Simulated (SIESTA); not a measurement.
The system is AlSn.

```
Sn Al
1.0
     4.19811    0.00000    0.00000
    -2.09905    3.63567    0.00000
     0.00000    0.00000    3.30685
Sn Al
1 1
Direct
  0.33333 0.66667 0.50000
  0.00000 0.00000 0.00000
```

The cell comes from a database or a generator and needn't be the stable form of this composition.

| Quantity | Value |
| --- | --- |
| Program | SIESTA 5.4.2 |
| Task | single point |
| Functional | PBE |
| Potentials or basis | PseudoDojo 0.4 standard (PBE files) |
| Basis | DZP (energy shift 0.002 Ry; radii capped at 9.5 bohr) |
| Grid cutoff | 500 Ry |
| Energy shift | 0.002 Ry |
| k mesh | 7 × 7 × 8 |
| Occupations | fermi-dirac, width 0.05 eV |
| Spin | no spin polarisation |

On this cell: pressure 0.7 GPa; largest force under 0.003 eV/Å; band gap on the k mesh none (metal or under the smearing width).

The same run follows on a disturbed copy (atoms moved at random, drawn with an rms of 0.05 Å):

```
Sn Al
1.0
     4.19811    0.00000    0.00000
    -2.09905    3.63567    0.00000
     0.00000    0.00000    3.30685
Sn Al
1 1
Direct
  0.33146 0.66059 0.49587
  0.00564 0.00428 0.99455
```

What changes?

The energy (extrapolated to zero smearing) moves by +1.5 meV/atom; pressure 0.8 GPa; largest force 0.158 eV/Å; band gap on the k mesh none (metal or under the smearing width).

Forces on the atoms (eV/Å):
```
Sn   0.036  0.154 -0.007
Al  -0.036 -0.154  0.008
```

Stress tensor (GPa, compression positive):
```
 0.14 -0.12  0.00
-0.12  1.07  0.00
 0.00  0.00  1.05
```

Caveats: semicore shells carry a single zeta, which can move pressures by several GPa and volumes by a few percent; the basis of atomic orbitals isn't converged, which shifts pressures, moduli and gaps.
